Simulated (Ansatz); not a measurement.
Molecular dynamics of WC

input.yaml

```yaml
accuracy: low
crystal:
  lattice:
    - [-2.88609, -4.998855, 0.0]
    - [4.329135, -2.499427, 0.0]
    - [0.0, 0.0, 5.64834]
  atoms:
    - { symbol: W, position: [0.75, 0.5, 0.0] }
    - { symbol: C, position: [0.5, 0.6666667, 0.25] }
    - { symbol: W, position: [0.75, 0.5, 0.5] }
    - { symbol: C, position: [0.5, 0.6666667, 0.75] }
    - { symbol: W, position: [0.5, 0.0, 0.0] }
    - { symbol: C, position: [0.25, 0.1666667, 0.25] }
    - { symbol: W, position: [0.5, 0.0, 0.5] }
    - { symbol: C, position: [0.25, 0.1666667, 0.75] }
    - { symbol: W, position: [0.25, 0.5, 0.0] }
    - { symbol: C, position: [0.0, 0.6666667, 0.25] }
    - { symbol: W, position: [0.25, 0.5, 0.5] }
    - { symbol: C, position: [0.0, 0.6666667, 0.75] }
    - { symbol: W, position: [0.0, 0.0, 0.0] }
    - { symbol: C, position: [0.75, 0.1666667, 0.25] }
    - { symbol: W, position: [0.0, 0.0, 0.5] }
    - { symbol: C, position: [0.75, 0.1666667, 0.75] }
basis:
  ecutwfc: 420.0
kpoints:
  mp_grid: { grid: [3, 3, 3] }
hamiltonian:
  xc: pbesol
  pseudopotentials: { kind: paw, azcp: { folder: soft_1 } }
scf:
  occupations: { method: fermi_dirac, width: 0.17 }
  lower_state_search: "off"
md:
  timestep: 1
  n_steps: 130
  ensemble: nvt_langevin
  temperature: 2000.0
  initial_velocities: maxwell_boltzmann
  seed: 507571
  friction: 0.02
```

Launched with:

```bash
$ ansatz run input.yaml --threads 2 --pin off --max-ram 5120MiB --backend cpu --events-out ev --progress --plain --runs-dir out
```

It starts from a structure without forces on its atoms.

Output, in part (step lines):

```
md step     0: t =     0.00 fs  T =  1875.0 K  F+E_penalty+E_count = -84038.02537998 eV  E_kin = 3.877800 eV  (9 SCF iters)
md step     1: t =     1.00 fs  T =  1831.7 K  F+E_penalty+E_count = -84037.98929276 eV  E_kin = 3.788349 eV  (7 SCF iters)
md step     2: t =     2.00 fs  T =  2010.2 K  F+E_penalty+E_count = -84037.87704940 eV  E_kin = 4.157402 eV  (7 SCF iters)
md step     3: t =     3.00 fs  T =  1750.4 K  F+E_penalty+E_count = -84037.69238792 eV  E_kin = 3.620019 eV  (7 SCF iters)
md step     4: t =     4.00 fs  T =  1547.4 K  F+E_penalty+E_count = -84037.46217849 eV  E_kin = 3.200260 eV  (7 SCF iters)
md step     5: t =     5.00 fs  T =  1394.4 K  F+E_penalty+E_count = -84037.19828453 eV  E_kin = 2.883910 eV  (6 SCF iters)
md step     6: t =     6.00 fs  T =  1311.6 K  F+E_penalty+E_count = -84036.91827255 eV  E_kin = 2.712586 eV  (5 SCF iters)
md step     7: t =     7.00 fs  T =  1208.7 K  F+E_penalty+E_count = -84036.64367420 eV  E_kin = 2.499767 eV  (5 SCF iters)
[... lines left out ...]
md step   129: t =   129.00 fs  T =  2472.9 K  F+E_penalty+E_count = -84035.57001083 eV  E_kin = 5.114315 eV  (5 SCF iters)
md step   130: t =   130.00 fs  T =  2379.3 K  F+E_penalty+E_count = -84035.43698823 eV  E_kin = 4.920693 eV  (8 SCF iters)
```

The steps, from the saved trajectory:

| time (fs) | T (K) | potential energy less start (eV) |
| --- | --- | --- |
| 0 | 1875 | 0.000 |
| 4 | 1547 | 0.563 |
| 8 | 1173 | 1.654 |
| 12 | 886 | 2.414 |
| 16 | 1050 | 2.435 |
| 20 | 1572 | 1.826 |
| 24 | 1528 | 1.711 |
| 28 | 1420 | 2.247 |
| 32 | 1230 | 2.963 |
| 36 | 1259 | 3.434 |
| 40 | 1349 | 3.415 |
| 44 | 1662 | 3.153 |
| 48 | 1867 | 2.979 |
| 52 | 2101 | 3.055 |
| 56 | 2107 | 3.295 |
| 60 | 2075 | 3.637 |
| 64 | 1881 | 4.101 |
| 68 | 1692 | 4.202 |
| 72 | 2246 | 3.905 |
| 76 | 2298 | 3.910 |
| 80 | 1781 | 4.543 |
| 84 | 1152 | 5.511 |
| 88 | 1374 | 5.732 |
| 92 | 1478 | 4.964 |
| 96 | 1873 | 4.032 |
| 100 | 2061 | 3.545 |
| 104 | 1865 | 3.384 |
| 108 | 1518 | 3.277 |
| 112 | 1582 | 3.037 |
| 116 | 1793 | 2.675 |
| 120 | 2182 | 2.311 |
| 124 | 2204 | 2.185 |
| 128 | 2317 | 2.345 |

All steps were run. A run of 0.13 ps of so small a system gives no equilibrium averages. Limits of this set-up: coarse k mesh, PAW files made for another functional, low accuracy level.

Mean squared displacements from the first frame to the last, about the centre of mass: W 0.01 Å², C 0.03 Å².

Last frame:

```xyz
16
Lattice="-2.8861 -4.9989 0.0000 4.3291 -2.4994 0.0000 0.0000 0.0000 5.6483" Properties=species:S:1:pos:R:3
W -0.058 -5.048 0.063
C 1.355 -4.122 1.355
W -0.034 -4.950 2.913
C 1.433 -4.219 4.354
W -1.478 -2.577 0.193
C -0.040 -1.611 1.408
W -1.567 -2.534 2.846
C -0.356 -1.721 4.442
W 1.290 -2.476 0.074
C 2.762 -1.614 1.534
W 1.266 -2.530 2.830
C 2.650 -1.804 4.249
W -0.110 -0.015 0.057
C -1.417 -4.119 1.601
W -0.074 -0.061 2.879
C -1.554 -4.231 4.236
```

Time of the run: 19 min on 2 threads of Arm Neoverse V2, with other jobs on the host, peak memory 0.63 GiB.
